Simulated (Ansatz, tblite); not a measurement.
# GeSO with GFN2-xTB from a Python script

These are simulated results from tblite 0.8.0, not measurements. The cell was built from a prototype and was relaxed with r2SCAN in plane waves (Ansatz 0.2.0). It may be hypothetical. It is a single sheet, repeated along a and b, with vacuum along c. All runs are without spin polarisation.

The sheet's in-plane cell has a = 3.158 Å, b = 3.158 Å (γ = 120.0°), and its outermost atoms lie 2.32 Å apart along the normal. Around Ge lie 3 O at 2.04 Å and 3 S at 2.31 Å; around O lie 3 Ge at 2.04 Å; around S lie 3 Ge at 2.31 Å.

tblite solves periodic systems at the zone centre alone, so the script builds a cluster of 4×4×1 conventional cells (48 atoms), which folds in a coarse mesh of k points.

Input script:

```python
import json
from ase import Atoms
from ase.build import make_supercell
from ase.units import Bohr, GPa, Hartree
from tblite.interface import Calculator

atoms = Atoms(['Ge', 'O', 'S'],
              cell=[[3.15813505, 0.0, 0.0], [-1.57906753, 2.73502518, 0.0], [0.0, 0.0, 28.6526854]],
              scaled_positions=[[0.0, 0.0, 0.320023842], [0.333333333, 0.666666667, 0.351669438], [0.666666667, 0.333333333, 0.270626773]],
              pbc=True)
cluster = make_supercell(atoms, [[4, 0, 0], [0, 4, 0], [0, 0, 1]])
calc = Calculator('GFN2-xTB', cluster.numbers, cluster.positions / Bohr, lattice=cluster.cell[:] / Bohr, periodic=cluster.pbc)
calc.set('temperature', 0.02 / Hartree)
calc.set('max-iter', 150)
res = calc.singlepoint()
levels = res.get('orbital-energies') * Hartree
nv = round(res.get('orbital-occupations').sum() / 2)
cells = len(cluster) // len(atoms)
out = {'energy_per_cell': res.get('energy') * Hartree / cells, 'homo': levels[nv - 1], 'lumo': levels[nv],
       'stress': (-res.get('virial') * Hartree / cluster.get_volume() / GPa).tolist(), 'charges': res.get('charges')[:len(atoms)].tolist(), 'electrons': 2 * nv / cells}
json.dump(out, open('results.json', 'w'))
for key, value in out.items():
    print(key, value)
```

Command: `python run.py`. It took 1.9 s on 1 thread of Arm Neoverse V1, with other jobs on the host, peak memory 0.11 GiB.

The log:

```
------------------------------------------------------------
  cycle        total energy    energy error   density error
------------------------------------------------------------
      1     -145.3656117811  -1.4549237E+02   8.2498492E-01
      2     -145.2574144808   1.0819730E-01   1.0109021E+00
      3     -138.4866769657   6.7707375E+00   1.3519214E+00
      4     -149.3439177532  -1.0857241E+01   1.9246147E-01
      5     -149.3960292688  -5.2111516E-02   5.7981431E-02
      6     -149.4967146990  -1.0068543E-01   3.7186773E-02
      7     -149.5105024336  -1.3787735E-02   1.4993467E-02
      8     -149.5106255165  -1.2308290E-04   7.5763317E-03
      9     -149.5106873792  -6.1862733E-05   6.5811896E-03
     10     -149.5107917517  -1.0437252E-04   2.7663984E-03
     11     -149.5108010750  -9.3232571E-06   2.0028506E-03
     12     -149.5108171383  -1.6063333E-05   8.6157678E-04
     13     -149.5108178583  -7.1998500E-07   4.1365163E-04
     14     -149.5108182935  -4.3519819E-07   2.9319912E-04
     15     -149.5108185988  -3.0526525E-07   2.7570377E-05
     16     -149.5108185992  -4.6006221E-10   8.4180509E-06
------------------------------------------------------------

 total:                                   1.285 sec
energy_per_cell -254.27478748265278
homo -13.605560845234704
lumo -12.055876034509136
stress [[0.5528015118399126, -1.0987549306229895e-06, -3.992710282804282e-07], [-1.0987549306400473e-06, 0.5528001598008263, 2.6525882405738013e-07], [-3.9927102830207077e-07, 2.652588240528834e-07, 0.03680538658760127]]
charges [0.4886140522526611, -0.4103242358076964, -0.07829433993390865]
electrons 16.0
```

The cycle table is in hartree for the whole cluster, and the lines after it are in eV (the energy for one cell). The printed stress is in GPa and positive in compression, and the pressure is its mean diagonal, here averaged over the vacuum too.

GFN2-xTB gives a gap of 1.55 eV. On the same cell, plane-wave PBE (Ansatz, 12×12×1 k points and the special points) gives a gap of 0.68 eV and r2SCAN a gap of 1.05 eV; on shared hosts these took about 14 and 29 core-seconds on the 3-atom cell, against 1.9 for the script. Semilocal gaps usually lie below measured ones. xTB was fitted to molecules, so gaps, charges and pressures of solids can be far off, and the gap also depends on the size of the cluster.

xTB was fitted mostly to molecules, and a small cluster samples few k points, so gaps, pressures and kinks along a curve can be far from a solid's.

Spin-orbit coupling is left out.
